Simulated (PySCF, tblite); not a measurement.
# C5H11ClGe: geometry, infrared bands and NMR shifts

Wanted: the infrared bands and NMR shifts of C5H11ClGe (`ClC[C@H]1C[CH2][GeH2][CH2]1`), by calculation.

Programs: tblite 0.8.0 and PySCF 2.14.0, with density-fitted response routines of our own. Each step states its level of theory. These are calculated values for one molecule in the gas phase, unless marked as measured. Atoms are numbered from 0 throughout.

### Step 1. The molecule as given

18 atoms, charge 0, multiplicity 1; geometry from: force field or distance geometry start.

Bonds of the start (Å): Cl0–C1 1.79, C1–C2 1.52, C2–C3 1.49, C3–C4 1.50, C4–Ge5 1.96, Ge5–C6 1.97, C6–C2 1.51, C1–H7 1.11, C1–H8 1.10, C2–H9 1.09, C3–H10 1.12, C3–H11 1.12, C4–H12 1.09, C4–H13 1.10, Ge5–H14 1.54, Ge5–H15 1.56, C6–H16 1.12, C6–H17 1.11.

### Step 2. Relaxing the molecule with GFN2-xTB

The job: settings as JSON, then the geometry in Å.

```
{"job": {"kind": "relax", "xc": "GFN2-xTB", "basis": "xTB"}, "charge": 0, "multiplicity": 1}
Cl     2.565600    -1.703400    -0.918500
C      2.071400    -0.197400    -0.081600
C      0.640200     0.117900    -0.473900
C     -0.142800    -1.073200    -0.032200
C     -1.611000    -0.833100    -0.248400
Ge    -1.708300     1.021900     0.390600
C      0.237700     1.302200     0.369500
H      2.114800    -0.337400     1.018500
H      2.773300     0.582300    -0.428600
H      0.581500     0.298000    -1.550100
H      0.142600    -1.908200    -0.717700
H      0.099800    -1.401400     1.005700
H     -1.925200    -0.907800    -1.293700
H     -2.212200    -1.459100     0.425700
H     -2.448200     1.878700    -0.649400
H     -2.290000     1.104700     1.830900
H      0.505400     2.294200    -0.080500
H      0.596700     1.227500     1.422000
```

Launch:

```
$ OMP_NUM_THREADS=1 python probes_run.py task.json out
```

The driver reads the jobs from task.json and runs them one after another.

**Question.** This job is followed by: GFN2-xTB harmonic vibrations, gas phase; GIAO PBE0/pcSseg-1 NMR shielding, non-relativistic, gas phase. Predict these results of the whole session: strongest single infrared mode (GFN2-xTB); zero-point energy (GFN2-xTB); 13C shifts against TMS (PBE0/pcSseg-1); 1H shifts against TMS (PBE0/pcSseg-1); 35Cl shifts against HCl (PBE0/pcSseg-1); 73Ge shifts against GeMe4 (PBE0/pcSseg-1); surface potential, 1st and 99th percentile.

The runs gave:

| quantity | value |
| --- | --- |
| strongest single infrared mode (GFN2-xTB) | 2008 cm⁻¹, 505 km/mol |
| zero-point energy (GFN2-xTB) | 89.5 kcal/mol |
| 13C shifts against TMS (PBE0/pcSseg-1) | 56.5, 49.8, 37.0, 16.3, 12.8 ppm |
| 1H shifts against TMS (PBE0/pcSseg-1) | 4.21, 4.15, 3.86, 3.12, 2.76, 1.49, 1.35, 1.10, 0.95, 0.58, 0.29 ppm |
| 35Cl shifts against HCl (PBE0/pcSseg-1) | 94 ppm |
| 73Ge shifts against GeMe4 (PBE0/pcSseg-1) | -119 ppm |
| surface potential, 1st and 99th percentile | -0.78 V and 0.93 V |

What this shows: Over 54 steps the energy fell by 0.574 eV; of the close pairs, Ge5–H15 changed most, 1.556 to 1.505 Å. All 48 modes are real, so the xTB geometry is a minimum. The strongest single mode, at 2008 cm⁻¹, moves mainly H14 and H15. Unscaled tight-binding wavenumbers are off by several per cent, some by more. Its intensities can rank the bands wrongly. At PBE0/pcSseg-1: The widest tensor belongs to Cl0: span 394 ppm, with a paramagnetic part of -290 ppm. Spin-orbit coupling is left out, which matters for shieldings and couplings at and beside the heavy atoms.
